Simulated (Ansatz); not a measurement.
# Cl3H5OSiSn: the cost of one run

All numbers below are computed with Ansatz 0.2.0 (RKS B3LYP/def2-SVP).

## 1. Starting point

Bond lengths: Sn1–Cl3 2.410 Å, Sn1–Cl4 2.408 Å, Sn1–Cl5 2.408 Å, Sn1–O6 2.260 Å, O6–Si7 1.680 Å, Si7–H8 1.460 Å, Si7–H9 1.460 Å, Si7–H10 1.460 Å. Angles: Cl3–Sn1–Cl4 109.5°, Cl3–Sn1–Cl5 109.5°, Cl3–Sn1–O6 178.9°, Cl4–Sn1–Cl5 109.5°, Cl4–Sn1–O6 70.0°, Cl5–Sn1–O6 70.0°, Sn1–O6–Si7 125.0°, O6–Si7–H8 109.5°, O6–Si7–H9 109.5°, O6–Si7–H10 109.5°, H8–Si7–H9 109.4°, H8–Si7–H10 109.4°, H9–Si7–H10 109.4°.

Structure file:

```xyz
11

Sn    0.0000    0.0000    0.0000
H     0.0000    0.0000    2.0900
Cl    2.2726    0.0000   -0.8025
Cl   -1.1351    1.9666   -0.8025
Cl   -1.1351   -1.9666   -0.8025
O    -2.1447    0.0000    0.7126
Si   -3.3846   -0.9102    0.0369
H    -2.8837   -2.2382   -0.3052
H    -4.4767   -1.0354    0.9978
H    -3.8726   -0.2490   -1.1699
H    -1.0640    0.0000    1.9402
```

## 2. Pulling towards end A

Springs on the bonds that form and break draw the guess towards this end; the thresholds are loose.

Input file input.yaml:

```yaml
crystal:
  periodic: [false, false, false]
  atoms:
    - { symbol: Sn, position_ang: [0.0, 0.0, 0.0] }
    - { symbol: H, position_ang: [0.0, 0.0, 2.09] }
    - { symbol: Cl, position_ang: [2.2726, 0.0, -0.8025] }
    - { symbol: Cl, position_ang: [-1.1351, 1.9666, -0.8025] }
    - { symbol: Cl, position_ang: [-1.1351, -1.9666, -0.8025] }
    - { symbol: O, position_ang: [-2.1447, 0.0, 0.7126] }
    - { symbol: Si, position_ang: [-3.3846, -0.9102, 0.0369] }
    - { symbol: H, position_ang: [-2.8837, -2.2382, -0.3052] }
    - { symbol: H, position_ang: [-4.4767, -1.0354, 0.9978] }
    - { symbol: H, position_ang: [-3.8726, -0.249, -1.1699] }
    - { symbol: H, position_ang: [-1.064, 0.0, 1.9402] }
basis:
  gaussian: { orbitals: def2-SVP }
hamiltonian:
  xc: b3lyp
relax:
  f_tol: 0.15
  max_steps: 25
  restrain:
    - { distance: [0, 5], at: 3.16, k: 30.0 }
    - { distance: [10, 1], at: 1.86, k: 30.0 }
    - { distance: [0, 1], at: 1.74, k: 30.0 }
    - { distance: [10, 5], at: 1.01, k: 30.0 }
```

On the command line:

```
$ ansatz run input.yaml --threads 4 --pin off --max-ram 5120MiB --backend cpu --events-out ev --progress --plain --runs-dir out
```

Q: Estimate wall time and peak memory on 4 threads of Intel Xeon Platinum 8259CL at 2.50GHz (Skylake/Cascade Lake), shared host.

About 88 s, with a peak of 0.46 GiB.
